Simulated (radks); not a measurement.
# Te²⁺ in [Kr] 4d10 5s1.75 5p2 6p0.25: an all-electron calculation

An exercise on one series of results from a longer session: the logs are not shown, and one member is left open.

Method: scalar-relativistic Kohn-Sham, LDA (Slater exchange, Perdew-Wang correlation), spin-unpolarised, spherical densities, point nucleus. Code: radks (a radial shooting solver on a logarithmic mesh, Libxc functionals) version 1.

### The atom as given

- element: tellurium (Z = 52)
- charge: +2
- electrons: 50
- configuration: [Kr] 4d10 5s1.75 5p2 6p0.25

Set-up of the first run:

The run's settings:

```text
Z 52
configuration [Kr] 4d10 5s1.75 5p2 6p0.25 6s0 5d0
relativity scalar-relativistic
functional lda,pw
spin unpolarised
nucleus point
c 137.035999084
```

Started as:

```sh
python run_ks.py task.json out
```

This one command runs every case of the session in turn.

One table of the session follows, with a row left open; its other results are not shown here.

It belongs to the step «Radial structure». From the orbitals of this run (lengths in bohr):

```
level      <r>  outermost maximum (interpolated)  90 % within  nodes
   1s  0.02784                            0.0180       0.0500      0
   2s   0.1200                             0.101        0.185      1
   2p   0.1048                            0.0812        0.171      0
   3s   0.3226                             0.293        0.474      2
   3p   0.3206                             0.286        0.481      1
   3d   0.2970                             0.238        0.467      0
   4s   0.7644                             0.701         1.10      3
   4p   0.8207                             0.737         1.20      2
   4d        ?                                 ?            ?      ?
   5s    1.955                              1.74         2.82      4
   5p    2.307                              2.02         3.37      3
   6s    4.520                              4.21         6.41      5
   5d    3.472                              2.94         5.18      2
   6p    5.390                              5.08         7.63      4
```

Q: Estimate the row for 4d from the others.

As computed: <r>: 0.9679; outermost maximum (interpolated): 0.810; 90 % within: 1.48; nodes: 1. In the column «<r>» it lies between 4p (0.8207) and 5s (1.955).
